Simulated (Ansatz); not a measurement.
**S (fcc type): how the settings move a single-point run**

How sensitive is a single-point run of S (fcc type) to its settings? A reference run comes first, then one run with altered input.

Program: Ansatz 0.2.0. Level of theory: reference: DFT, PBEsol, all-electron PAW with datasets made for the crystal, scalar-relativistic. These are calculated values, not measurements.

1 further run of the same task is left out (it didn't finish). Runs told in other sessions of the task aren't counted.

## 1. The structure to begin with

Symmetry: Fm-3m, No. 225, cubic system. Conventional cell: a = 2.880 Å, b = 2.880 Å, c = 2.880 Å, α = 90.00°, β = 90.00°, γ = 90.00°. S (site symmetry m-3m) has 12 S at 2.04 Å in its first shell of neighbours.

As a file:

```
CELL_PARAMETERS angstrom
0.00000 1.44011 1.44011
1.44011 0.00000 1.44011
1.44011 1.44011 0.00000
ATOMIC_POSITIONS crystal
S 0.00000 0.00000 0.00000
```

## 2. Baseline

input.yaml reads:

```yaml
crystal:
  lattice:
    - [0.0, 1.4401132317, 1.4401132317]
    - [1.4401132317, 0.0, 1.4401132317]
    - [1.4401132317, 1.4401132317, 0.0]
  atoms:
    - { symbol: S, position: [0.0, 0.0, 0.0] }
kpoints:
  mp_grid: { grid: [18, 18, 18] }
scf:
  occupations: { method: fermi_dirac, width: 0.08 }
hamiltonian:
  xc: pbesol
  pseudopotentials: { kind: all_electron, datasets: crystal }
output:
  forces: true
  stress: true
  eigenvalues: true
```

The run is started by

```sh
> ansatz run input.yaml --threads 1 --pin off --max-ram 2048MiB --backend cpu --events-out ev --progress --plain --runs-dir out
```

## 3. Changed: mp_grid.grid [14, 14, 14], mixing.algorithm msr1, mixing.beta 0.1, mixing.ndim 4

input.yaml, as its differences from that of step 2:

```diff
@@ -8,5 +8,6 @@
 kpoints:
-  mp_grid: { grid: [18, 18, 18] }
+  mp_grid: { grid: [14, 14, 14] }
 scf:
   occupations: { method: fermi_dirac, width: 0.08 }
+  mixing: { algorithm: msr1, beta: 0.1, ndim: 4 }
 hamiltonian:
```

Before running it: what results should come out? Wanted: for each run, ending; energy change; pressure; gap; force.

**Answer**, as computed:

| run | ending | energy change | pressure (GPa) | gap (eV) | force (eV/Å) | cycles | time |
| --- | --- | --- | --- | --- | --- | --- | --- |
| reference | converged | 0 | 518.1 | 0.00 | 0.00 | 7 | 8.7 s |
| 1: mp_grid.grid [14, 14, 14], mixing.algorithm msr1, mixing.beta 0.1, mixing.ndim 4 | converged | +1.2 meV/atom | 517.7 | 0.00 | 0.00 | 7 | 4.5 s |

Residual by cycle in the longest SCF loop of each run; runs are numbered as in the table. The quantity is the density residual dr2, in eV.

| cycle | reference | run 1 |
| --- | --- | --- |
| 1 | 0.0359 | 0.0359 |
| 2 | 0.00691 | 0.0283 |
| 3 | 9.9e-5 | 2.5e-4 |
| 4 | 1.5e-5 | 6.3e-5 |
| 5 | 1.4e-7 | 2.7e-7 |
| 6 | 2.2e-9 | 9.4e-9 |
| 7 | 3.9e-11 | 2.9e-10 |

**Reading.** Changing the k-point mesh and mixing moves the energy by +1.2 meV/atom, and the pressure goes from 518.1 to 517.7 GPa. Mixing only sets the path, so the shift comes from the other change. The energy is not variational in the mesh, so the sign tells nothing. The other settings changed steer the path, not the converged energy, so the shift is the mesh's. Cost: 4.5 s against 8.7 s. Semilocal functionals close small gaps, so the missing gap need not be the real solid's. The structure is not at rest: the sound run finds 518 GPa, so these are no properties of the relaxed crystal. 
